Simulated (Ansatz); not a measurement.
# C₃H₄F₄O: a ladder of functionals and wavefunction methods

An exercise on one series of results from a longer session: the logs are not shown, and one member is left open.

Method: functionals in def2-TZVPP, the program's frozen cores in correlated methods; program: Ansatz 0.2.0, Gaussian basis.

Levels to be run: LDA (SPW92), PBE-D4, revPBE-D4, BLYP-D4, r2SCAN-D4, B97M-V, PBE0-D4, B3LYP-D4, r2SCANh-D4, r2SCAN0-D4, HSE06-D4, BHLYP-D4, CAM-B3LYP-D4, LC-ωPBE, ωB97X-V, ωB97M-V, B2PLYP, PBE-QIDH; CCSD(T)/def2-SVP; MP2/def2-TZVPP; MP2/def2-QZVPP; RPA on PBE.

## The geometry

All runs share one geometry, relaxed beforehand with PBE0-D4 in a triple-zeta def2 set.

12 atoms, charge 0, spin multiplicity 1.

Atoms are counted from 1 here; the program's logs count them from 0.

Bond lengths: O1–C2 1.395 Å, O1–H9 0.964 Å, C2–C3 1.514 Å, C2–C5 1.529 Å, C2–H10 1.095 Å, C3–F4 1.382 Å, C3–H11 1.093 Å, C3–H12 1.092 Å, C5–F6 1.333 Å, C5–F7 1.341 Å, C5–F8 1.336 Å. Angles: C2–O1–H9 107.8°, O1–C2–C3 112.0°, O1–C2–C5 110.4°, O1–C2–H10 107.5°, C3–C2–C5 113.1°, C3–C2–H10 107.9°, C5–C2–H10 105.6°, C2–C3–F4 109.5°, C2–C3–H11 109.0°, C2–C3–H12 111.9°, F4–C3–H11 107.8°, F4–C3–H12 108.6°, H11–C3–H12 110.1°, C2–C5–F6 110.9°, C2–C5–F7 110.8°, C2–C5–F8 112.1°, F6–C5–F7 107.5°, F6–C5–F8 107.6° and more.

Set-up of the first run:

Input file in.yaml:

```yaml
crystal:
  periodic: [false, false, false]
  atoms:
    - {symbol: O, position_ang: [-1.240004, -0.537034, 0.995438]}
    - {symbol: C, position_ang: [-0.093672, 0.113835, 0.540430]}
    - {symbol: C, position_ang: [1.005194, -0.862022, 0.174733]}
    - {symbol: F, position_ang: [0.518103, -1.786753, -0.729965]}
    - {symbol: C, position_ang: [-0.441688, 1.076517, -0.594945]}
    - {symbol: F, position_ang: [-1.274882, 2.027542, -0.172596]}
    - {symbol: F, position_ang: [0.660555, 1.682274, -1.059976]}
    - {symbol: F, position_ang: [-1.027942, 0.452893, -1.620155]}
    - {symbol: H, position_ang: [-1.479205, -1.204030, 0.341861]}
    - {symbol: H, position_ang: [0.273426, 0.742898, 1.357572]}
    - {symbol: H, position_ang: [1.312193, -1.403473, 1.072648]}
    - {symbol: H, position_ang: [1.864924, -0.357648, -0.271044]}
basis:
  gaussian: {orbitals: def2-TZVPP}
hamiltonian: {xc: lda}
output: {orbitals: {seedname: orbitals}}
```

On the command line:

```
> ansatz run in.yaml --threads 4 --pin off --events-out ev --progress --plain --max-ram 11315MiB
```

Steps of the session up to this table: LDA; PBE-D4 (GGA); revPBE-D4 (GGA); BLYP-D4 (GGA); r2SCAN-D4 (meta-GGA); B97M-V (meta-GGA); PBE0-D4 (hybrid); B3LYP-D4 (hybrid); r2SCANh-D4 (hybrid); r2SCAN0-D4 (hybrid); HSE06-D4 (hybrid); BHLYP-D4 (hybrid); CAM-B3LYP-D4 (range-separated); LC-ωPBE (range-separated); ωB97X-V (range-separated); ωB97M-V (range-separated); B2PLYP (double hybrid); PBE-QIDH (double hybrid).

One table of the session follows, with a row left open; its other results are not shown here.

It belongs to the step «Orbital energies across the functionals». 

```
  functional  HOMO (eV)  LUMO (eV)  gap (eV)
 LDA (SPW92)      -7.35      -0.35      6.99
      PBE-D4      -7.13      -0.09      7.05
   revPBE-D4      -7.05       0.04      7.09
     BLYP-D4      -7.08      -0.08      7.00
   r2SCAN-D4      -7.53       0.47      8.00
      B97M-V      -7.69       0.21      7.90
     PBE0-D4      -8.89       0.90      9.80
    B3LYP-D4      -8.66       0.53      9.19
  r2SCANh-D4      -8.19       0.80      8.99
  r2SCAN0-D4          ?          ?         ?
    HSE06-D4      -8.48       0.53      9.01
    BHLYP-D4     -10.64       1.65     12.28
CAM-B3LYP-D4     -10.44       1.74     12.19
     LC-ωPBE     -11.74       3.15     14.88
     ωB97X-V     -11.41       2.94     14.35
     ωB97M-V     -11.34       2.52     13.87
```

Q: Estimate the row for r2SCAN0-D4 from the others.

Worked estimate for «HOMO (eV)». Against the share of exact exchange, r2SCAN-D4 (0, -7.53), r2SCANh-D4 (0.1, -8.19) give a slope of -6.60 per unit share; at 0.25 the line stands at -9.18.

**Answer.** HOMO (eV): -9.17; LUMO (eV): 1.28; gap (eV): 10.45. In «HOMO (eV)» the line misses by -0.01.
